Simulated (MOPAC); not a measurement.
**C3H6AlBr (SMILES [Br][AlH][CH]1CC1): levels of theory compared**

Wanted: a comparison of 6 runs (AM1, MNDO, PM3, PM6, PM6-D3H4, PM7) of C3H6AlBr. 

Program for the calculation: MOPAC 23.2.5.

3 further runs of the same task are left out: 1 that didn't finish, 2 set aside as unsound or not needed.

## (1) The molecule

The species is C3H6AlBr (11 atoms), meant as a singlet with charge 0. SMILES: `[Br][AlH][CH]1CC1`. Geometry: a GFN2-xTB relaxation, a rough one for these elements and not checked as a minimum. This is one conformer, not always the lowest.

Bond lengths: Br1–Al2 2.253 Å, Al2–C3 1.974 Å, C3–C4 1.522 Å, C3–C5 1.523 Å, C4–C5 1.484 Å, Al2–H6 1.533 Å, C3–H7 1.092 Å, C4–H8 1.080 Å, C4–H9 1.085 Å, C5–H10 1.080 Å, C5–H11 1.084 Å. Some angles: Br1–Al2–C3 122.0°, Al2–C3–C4 118.7°, Al2–C3–C5 118.5°, C4–C3–C5 58.3°, C3–C4–C5 60.8°, C3–C5–C4 60.8°, Br1–Al2–H6 115.1°, C3–Al2–H6 122.9°, Al2–C3–H7 119.7°, C4–C3–H7 113.4°.

## (2) Energy and forces at AM1 (run 1)

Input file calc.mop:

```
AM1 DISP GRADIENTS BONDS 1SCF AUX(PRECISION=6) THREADS=1
gradient of C3H6AlBr

Br -2.547910 1 1.897440 1 -0.392490 1
Al -0.497200 1 1.735600 1 0.527000 1
C 0.605490 1 0.108860 1 0.343960 1
C -0.091520 1 -1.243570 1 0.293290 1
C 0.509030 1 -0.692440 1 -0.947160 1
H -0.028750 1 2.975630 1 1.296160 1
H 1.594400 1 0.070500 1 0.805090 1
H 0.388890 1 -2.082720 1 0.774770 1
H -1.174140 1 -1.273710 1 0.356310 1
H 1.409930 1 -1.145560 1 -1.335140 1
H -0.168210 1 -0.350020 1 -1.721780 1
```

Launch:

```
$ mopac calc.mop
```

calc.out:

```text
MOPAC v23.2.5
AM1 CALCULATION RESULTS
[...]
           Empirical Formula: C3 H6 Br Al  =    11 atoms
      MOLECULAR POINT GROUP   :   Cs
[...]
     SCF FIELD WAS ACHIEVED
[...]
                              SUM =          0.98467 KCAL/MOL = FINAL HEAT OF FORMATION
          TOTAL ENERGY            =       -869.91245 EV
          ELECTRONIC ENERGY       =      -2608.18821 EV
          CORE-CORE REPULSION     =       1738.27576 EV
          COSMO AREA              =        145.03 SQUARE ANGSTROMS
          COSMO VOLUME            =        142.06 CUBIC ANGSTROMS
          GRADIENT NORM           =         99.96560          =       30.14076 PER ATOM
          IONIZATION POTENTIAL    =         10.363794 EV
          HOMO LUMO ENERGIES (EV) =        -10.364 -1.400
          NO. OF FILLED LEVELS    =         14
          MOLECULAR WEIGHT        =        148.9659         POINT GROUP:  Cs
[...]
 DIPOLE           X         Y         Z       TOTAL
 POINT-CHG.     1.152    -0.010     0.552     1.277
 HYBRID         0.331    -0.638    -0.121     0.729
 SUM            1.483    -0.647     0.430     1.674
[...]
 * JOB ENDED NORMALLY *
[...]
```

Run time: 0.04 s. Hardware: 1 thread of Arm Neoverse N1, shared host.

## (3) Energy and gradient at MNDO (run 2)

Input file c3h6albr.mop:

```
MNDO 1SCF BONDS DISP GRADIENTS AUX(PRECISION=6) THREADS=1
C3H6AlBr

Br -2.547910 1 1.897440 1 -0.392490 1
Al -0.497200 1 1.735600 1 0.527000 1
C 0.605490 1 0.108860 1 0.343960 1
C -0.091520 1 -1.243570 1 0.293290 1
C 0.509030 1 -0.692440 1 -0.947160 1
H -0.028750 1 2.975630 1 1.296160 1
H 1.594400 1 0.070500 1 0.805090 1
H 0.388890 1 -2.082720 1 0.774770 1
H -1.174140 1 -1.273710 1 0.356310 1
H 1.409930 1 -1.145560 1 -1.335140 1
H -0.168210 1 -0.350020 1 -1.721780 1
```

Launch:

```
$ mopac c3h6albr.mop
```

c3h6albr.out:

```text
MOPAC v23.2.5
MNDO CALCULATION RESULTS
[...]
           Empirical Formula: C3 H6 Br Al  =    11 atoms
      MOLECULAR POINT GROUP   :   Cs
[...]
     SCF FIELD WAS ACHIEVED
[...]
                              SUM =          6.37060 KCAL/MOL = FINAL HEAT OF FORMATION
          TOTAL ENERGY            =       -864.22272 EV
          ELECTRONIC ENERGY       =      -2606.06395 EV
          CORE-CORE REPULSION     =       1741.84123 EV
          COSMO AREA              =        145.03 SQUARE ANGSTROMS
          COSMO VOLUME            =        142.06 CUBIC ANGSTROMS
          GRADIENT NORM           =        103.43630          =       31.18722 PER ATOM
          IONIZATION POTENTIAL    =         10.654446 EV
          HOMO LUMO ENERGIES (EV) =        -10.654 -0.596
          NO. OF FILLED LEVELS    =         14
          MOLECULAR WEIGHT        =        148.9659         POINT GROUP:  Cs
[...]
 DIPOLE           X         Y         Z       TOTAL
 POINT-CHG.     2.036    -0.166     0.914     2.238
 HYBRID         0.016    -0.501    -0.214     0.546
 SUM            2.052    -0.668     0.699     2.268
[...]
 * JOB ENDED NORMALLY *
[...]
```

Wall time 0.04 s (1 thread of Arm Neoverse N1, shared host).

## (4) Energy and forces at PM3 (run 3)

Input file mol.xyz:

```xyz
11

Br    -2.547910     1.897440    -0.392490
Al    -0.497200     1.735600     0.527000
C      0.605490     0.108860     0.343960
C     -0.091520    -1.243570     0.293290
C      0.509030    -0.692440    -0.947160
H     -0.028750     2.975630     1.296160
H      1.594400     0.070500     0.805090
H      0.388890    -2.082720     0.774770
H     -1.174140    -1.273710     0.356310
H      1.409930    -1.145560    -1.335140
H     -0.168210    -0.350020    -1.721780
```

Input file calc.mop:

```
PM3 PL RELSCF=0.1 GRADIENTS SINGLET DISP 1SCF AUX(PRECISION=6) THREADS=1
mol.xyz

Br   0.000000  1    0.000000  1    0.000000  1     0   0   0
Al   2.253234  1    0.000000  1    0.000000  1     1   0   0
C    1.973756  1  121.992971  1    0.000000  1     2   1   0
C    1.522320  1  118.652601  1  326.486156  1     3   2   1
C    1.484291  1   60.836321  1  107.558765  1     4   3   2
H    1.532556  1  115.143157  1  179.904955  1     2   1   3
H    1.091813  1  119.723208  1  180.013436  1     3   2   1
H    1.080180  1  118.144330  1  216.596544  1     4   3   2
H    1.084871  1  118.663094  1    0.177984  1     4   3   2
H    1.080494  1  118.798217  1  108.081602  1     5   4   3
H    1.084408  1  117.486292  1  250.851440  1     5   4   3
```

Launch:

```
$ obabel mol.xyz -omopin -xk "PM3 PL RELSCF=0.1 GRADIENTS SINGLET DISP 1SCF AUX(PRECISION=6) THREADS=1" -O calc.mop
$ mopac calc.mop
```

calc.out:

```text
MOPAC v23.2.5
PM3 CALCULATION RESULTS
[...]
           Empirical Formula: C3 H6 Br Al  =    11 atoms
      MOLECULAR POINT GROUP   :   Cs
[...]
     SCF FIELD WAS ACHIEVED
[...]
                              SUM =         44.26522 KCAL/MOL = FINAL HEAT OF FORMATION
          TOTAL ENERGY            =       -850.00900 EV
          ELECTRONIC ENERGY       =      -2552.38863 EV
          CORE-CORE REPULSION     =       1702.37963 EV
          COSMO AREA              =        145.03 SQUARE ANGSTROMS
          COSMO VOLUME            =        140.12 CUBIC ANGSTROMS
          GRADIENT NORM           =         83.64336          =       25.21942 PER ATOM
          IONIZATION POTENTIAL    =         10.844127 EV
          HOMO LUMO ENERGIES (EV) =        -10.844 -2.628
          NO. OF FILLED LEVELS    =         14
          MOLECULAR WEIGHT        =        148.9659         POINT GROUP:  Cs
[...]
 DIPOLE           X         Y         Z       TOTAL
 POINT-CHG.     3.553    -0.077    -0.000     3.554
 HYBRID        -0.073     0.780     0.001     0.783
 SUM            3.480     0.703     0.001     3.551
[...]
 * JOB ENDED NORMALLY *
[...]
```

It took 0.08 s on 1 thread of Arm Neoverse N1, shared host.

Runs 4 to 5 aren't shown in full; the table further down has their settings and results.

## (5) Energy and forces at PM7 (run 6)

Input file job.mop:

```
PM7 1SCF DISP GRADIENTS BONDS AUX(PRECISION=9) THREADS=1
C3H6AlBr, PM7

Br -2.547910 1 1.897440 1 -0.392490 1
Al -0.497200 1 1.735600 1 0.527000 1
C 0.605490 1 0.108860 1 0.343960 1
C -0.091520 1 -1.243570 1 0.293290 1
C 0.509030 1 -0.692440 1 -0.947160 1
H -0.028750 1 2.975630 1 1.296160 1
H 1.594400 1 0.070500 1 0.805090 1
H 0.388890 1 -2.082720 1 0.774770 1
H -1.174140 1 -1.273710 1 0.356310 1
H 1.409930 1 -1.145560 1 -1.335140 1
H -0.168210 1 -0.350020 1 -1.721780 1
```

Launch:

```
$ mopac job.mop
```

job.out:

```text
MOPAC v23.2.5
PM7 CALCULATION RESULTS
[...]
           Empirical Formula: C3 H6 Br Al  =    11 atoms
      MOLECULAR POINT GROUP   :   Cs
[...]
     SCF FIELD WAS ACHIEVED
[...]
                              SUM =         29.28930 KCAL/MOL = FINAL HEAT OF FORMATION
          TOTAL ENERGY            =       -736.01458 EV
          ELECTRONIC ENERGY       =      -2504.61362 EV
          CORE-CORE REPULSION     =       1768.59904 EV
          COSMO AREA              =        145.03 SQUARE ANGSTROMS
          COSMO VOLUME            =        142.06 CUBIC ANGSTROMS
          GRADIENT NORM           =        171.79903          =       51.79935 PER ATOM
          IONIZATION POTENTIAL    =         10.753264 EV
          HOMO LUMO ENERGIES (EV) =        -10.753 -0.890
          NO. OF FILLED LEVELS    =         14
          MOLECULAR WEIGHT        =        148.9659         POINT GROUP:  Cs
[...]
 DIPOLE           X         Y         Z       TOTAL
 POINT-CHG.    -0.175    -0.703    -0.397     0.826
 HYBRID         0.603    -1.052    -0.168     1.224
 SUM            0.428    -1.755    -0.565     1.893
[...]
 * JOB ENDED NORMALLY *
[...]
```

It took 0.06 s on 1 thread of Arm Neoverse N1, shared host.

## (6) All runs side by side

```
run     level    keywords  scf conv factor  heat of formation (kcal/mol)  dipole moment (D)  HOMO energy (eV)  LUMO energy (eV)  wall time
  1       AM1  BONDS DISP                –                          0.98               1.67            -10.36             -1.40     0.04 s
  2      MNDO  BONDS DISP                –                          6.37               2.27            -10.65             -0.60     0.04 s
  3       PM3     DISP PL              0.1                         44.27               3.55            -10.84             -2.63     0.08 s
  4       PM6  BONDS DISP                –                          7.10               1.75            -10.49              0.48     0.04 s
  5  PM6-D3H4  BONDS DISP                –                          9.54               1.75            -10.49              0.48     0.06 s
  6       PM7  BONDS DISP                –                         29.29               1.89            -10.75             -0.89     0.06 s
```

## (7) Results

| quantity | value |
| --- | --- |
| run 6: total energy | -27.04804 Eh |
| run 6: dipole moment | 1.89 D |
| run 6: HOMO energy | -10.75 eV |
| run 6: LUMO energy | -0.89 eV |
| run 6: HOMO–LUMO gap | 9.86 eV |
| run 6: dispersion energy | -2.61 kJ/mol |
| run 6: heat of formation at this unrelaxed shape | 29.3 kcal/mol |
| run 6: largest force on an atom | 5.380 eV/Å |

What this shows: The dipole moment (its size) runs from 1.67 D (AM1) to 3.55 D (PM3). The HOMO–LUMO gap runs from 8.22 eV (PM3) to 10.97 eV (PM6). Force-field and semi-empirical energies have zeros of their own, so their totals don't compare. All runs together took 0.32 s, the longest 0.08 s.
